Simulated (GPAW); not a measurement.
The system is Ga3Se.

```
CELL_PARAMETERS angstrom
4.43246 0.00000 0.00000
0.00000 4.43246 0.00000
0.00000 0.00000 4.43246
ATOMIC_POSITIONS crystal
Se 0.00000 0.00000 0.00000
Ga 0.50000 0.50000 0.00000
Ga 0.50000 0.00000 0.50000
Ga 0.00000 0.50000 0.50000
```

The cell comes from a database or a generator and needn't be the stable form of this composition.

| Item | Value |
| --- | --- |
| Program | GPAW 26.7.0 |
| Task | relaxation of cell and atoms |
| Functional | PBEsol |
| Dispersion | D3 |
| Potentials or basis | PAW data sets generated in the run's folder for this functional |
| Cutoff | 600 eV |
| Basis | pw |
| k mesh | 6 × 6 × 6 |
| Occupations | fermi-dirac, width 0.05 eV |
| Spin | no spin polarisation |

At the start: pressure -4.8 GPa; volume 21.77 Å³/atom.

**Question.** Where does the relaxation end?

**Answer.** Over 5 steps the energy falls by 39.9 meV/atom and the volume is 19.39 Å³/atom (-10.9 %); space group Pm-3m (No. 221, to 0.05 Å).

Step by step:
| step | energy change (eV) | largest force (eV/Å) | pressure (GPa) | volume (Å³) |
| --- | --- | --- | --- | --- |
| 1 | 0.0000 | 0.0000 | -4.81 | 87.08 |
| 2 | -0.0180 | 0.0000 | -4.60 | 86.48 |
| 3 | -0.1511 | 0.0000 | 1.39 | 75.73 |
| 4 | -0.1594 | 0.0000 | -0.20 | 77.86 |
| 5 | -0.1595 | 0.0000 | -0.01 | 77.58 |

Final structure:
```xyz
4
Lattice="4.2649 0.0000 0.0000 0.0000 4.2649 0.0000 0.0000 0.0000 4.2649" Properties=species:S:1:pos:R:3 pbc="T T T"
Se    0.0000    0.0000    0.0000
Ga    2.1324    2.1324    0.0000
Ga    2.1324    0.0000    2.1324
Ga    0.0000    2.1324    2.1324
```

Caveat: later steps reuse the first step's grids; pairwise dispersion overbinds metals, which lowers pressure and volume.
